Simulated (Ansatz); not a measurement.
A first try at a relaxed scan of one distance of BrFGaH, SMILES [F][GaH][Br], using the Ansatz DFT code, driven from Python.

`relaxed_scan_brfgah.py`
```python
"""One bond of BrFGaH held at set lengths while the rest relaxes."""

import ansatz as az
import numpy as np

GEOMETRY = """
F    -1.71400   -0.46200    0.18030
Ga   -0.09480    0.12950   -0.37930
Br    1.56540   -1.26660    0.76650
H     0.29890    1.53870   -0.58780
"""

system = az.Crystal.molecule()
for line in GEOMETRY.strip().splitlines():
    symbol, *xyz = line.split()
    system = system.atom(symbol, [float(v) for v in xyz])

model = system.calculation()
model = model.basis(gaussian="def2-SVP")
model = model.functional("pbe0")
model = model.kpoints(2, 2, 2)
symbols = [site.symbol for site in system.cartesian_sites]
pairs = [(0, 1), (1, 2), (1, 3)]
print("held (A)   E (eV)        ", "  ".join(f"{symbols[i]}{i}-{symbols[j]}{j}" for i, j in pairs))
for length in [2.26, 2.45, 2.65, 2.94, 3.31]:
    r = model.relax(constraints=[az.DistanceConstraint((1, 2), at=length)], force_tolerance=0.02, max_steps=60).run(threads=1).report
    xyz = np.array(r["positions_ang"])
    print(f"{length:6.2f} {r['free_energy_ev']:14.5f}  ", "  ".join(f"{np.linalg.norm(xyz[i] - xyz[j]):.3f}" for i, j in pairs))
```

Output of `python relaxed_scan_brfgah.py`:
```text
held (A)   E (eV)         F0-Ga1  Ga1-Br2  Ga1-H3
Traceback (most recent call last):
  File "relaxed_scan_brfgah.py", line 26, in <module>
    r = model.relax(constraints=[az.DistanceConstraint((1, 2), at=length)], force_tolerance=0.02, max_steps=60).run(threads=1).report
        ~~~~~~~~~~~~~~~~~~~~~~~~~~~~~~~~~~~~~~~~~~~~~~~~~~~~~~~~~~~~~~~~~~~~~~~~~~~~~~~~~~~~~~~~~~~~~~~~~~~~~~~~~~~^^^^^^^^^^^
  ...
ansatz.RefusalError: invalid value for `basis.gaussian`: such a run doesn't read kpoints; remove what it names
```
(Library frames cut from the traceback.)

Find the fault and give the corrected script.

The fault: a molecule in a Gaussian basis takes no k-points. The correction:

```diff
--- before
+++ after
@@ -20,3 +20,2 @@
 model = model.functional("pbe0")
-model = model.kpoints(2, 2, 2)
 symbols = [site.symbol for site in system.cartesian_sites]
```

After the fix:

```console
$ python relaxed_scan_brfgah.py
held (A)   E (eV)         F0-Ga1  Ga1-Br2  Ga1-H3
DeckWarning: relax.constraints: the input's atoms, or those drawn, lie off the distances that are held; a relaxation that starts there is brought onto them ahead of its first SCF, by positions alone, [...]
  2.26  -125125.04943   1.747  2.260  1.547
  2.45  -125124.86839   1.741  2.450  1.545
  2.65  -125124.41620   1.736  2.650  1.545
  2.94  -125123.62369   1.731  2.940  1.546
  3.31  -125122.67405   1.727  3.310  1.547
```
(Warnings from the package without file and line, shortened, repeats left out.)

Caveats:
- Total energies depend on the basis set; only differences at equal settings carry meaning.
- The energies are electronic: no zero-point or thermal terms, and the basis set is short of its limit.
- Timing: 120 s on 1 thread of Arm Neoverse V1 (shared host), peak memory 0.26 GiB.
